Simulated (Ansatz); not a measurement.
# Si₂H₅O₂ radical: basis-set convergence

One table from this session's results is given with a row withheld; the runs are named, their logs left out.

Method: one geometry, several basis sets; program: Ansatz 0.2.0, Gaussian basis.

Levels to be run: PBE0-D4/def2-SVP; ωB97M-V/def2-SVP; PBE0-D4/def2-QZVPP; ωB97M-V/def2-QZVPP; CCSD(T)/cc-pV(D+d)Z; CCSD(T)/cc-pV(T+d)Z; MP2/cc-pV(Q+d)Z; the functionals' def2-TZVPP values are taken from earlier runs.

### The relaxed structure

All runs share one geometry, relaxed beforehand with PBE0-D4 in a triple-zeta def2 set.

9 atoms, charge 0, spin multiplicity 2.

Atoms are counted from 1 here; the program's logs count them from 0.

Bond lengths: O1–Si2 1.642 Å, O1–H5 0.959 Å, Si2–O3 1.636 Å, Si2–H6 1.492 Å, O3–Si4 1.637 Å, Si4–H7 1.485 Å, Si4–H8 1.486 Å, Si4–H9 1.483 Å. Angles: Si2–O1–H5 118.3°, O1–Si2–O3 110.4°, O1–Si2–H6 104.3°, O3–Si2–H6 109.5°, Si2–O3–Si4 149.1°, O3–Si4–H7 109.9°, O3–Si4–H8 110.2°, O3–Si4–H9 108.4°, H7–Si4–H8 109.2°, H7–Si4–H9 109.6°, H8–Si4–H9 109.5°.

Geometry (Å):

```xyz
9
H5O2Si2
O    -1.7610    0.4643    1.9036
Si   -0.1808    0.3518    1.4721
O    -0.0446    0.1150   -0.1405
Si    0.8142   -0.4641   -1.4079
H    -2.3380   -0.2769    1.7118
H     0.3947    1.6812    1.8302
H     1.7627    0.5713   -1.8902
H     1.5750   -1.6749   -1.0027
H    -0.1337   -0.8141   -2.4937
```

Set-up of the first run:

in.yaml

```yaml
crystal:
  periodic: [false, false, false]
  atoms:
    - {symbol: O, position_ang: [-1.761044, 0.464298, 1.903635]}
    - {symbol: Si, position_ang: [-0.180827, 0.351820, 1.472143]}
    - {symbol: O, position_ang: [-0.044555, 0.114955, -0.140467]}
    - {symbol: Si, position_ang: [0.814172, -0.464126, -1.407909]}
    - {symbol: H, position_ang: [-2.337959, -0.276858, 1.711816]}
    - {symbol: H, position_ang: [0.394745, 1.681220, 1.830226]}
    - {symbol: H, position_ang: [1.762715, 0.571252, -1.890164]}
    - {symbol: H, position_ang: [1.574951, -1.674866, -1.002735]}
    - {symbol: H, position_ang: [-0.133698, -0.814094, -2.493745]}
basis:
  gaussian: {orbitals: def2-SVP}
magnetization: {spin_polarized: true, initial_magnetization: 1}
hamiltonian: {xc: pbe0, dispersion: d4}
output: {orbitals: {seedname: orbitals}}
```

Started as:

```bash
> ansatz run in.yaml --threads 2 --pin off --events-out ev --progress --plain --max-ram 22528MiB --backend cpu
```

Steps of the session up to this table: PBE0-D4 in def2-SVP; ωB97M-V in def2-SVP; PBE0-D4 in def2-QZVPP; ωB97M-V in def2-QZVPP.

One of the session's tables, all rows but one given; the rest of the session is left out.

| functional | basis | HOMO (eV) | LUMO (eV) |
| --- | --- | --- | --- |
| PBE0-D4 | def2-SVP | -5.70 | -1.87 |
| PBE0-D4 | def2-TZVPP | ? | ? |
| PBE0-D4 | def2-QZVPP | -5.87 | -2.00 |
| ωB97M-V | def2-SVP | -7.47 | -0.22 |
| ωB97M-V | def2-TZVPP | -7.62 | -0.37 |
| ωB97M-V | def2-QZVPP | -7.67 | -0.48 |

**Question.** Estimate the row for PBE0-D4, def2-TZVPP.

**Answer.** HOMO (eV): -5.83; LUMO (eV): -1.93. In the column «HOMO (eV)» it lies between PBE0-D4, def2-QZVPP (-5.87) and PBE0-D4, def2-SVP (-5.70).
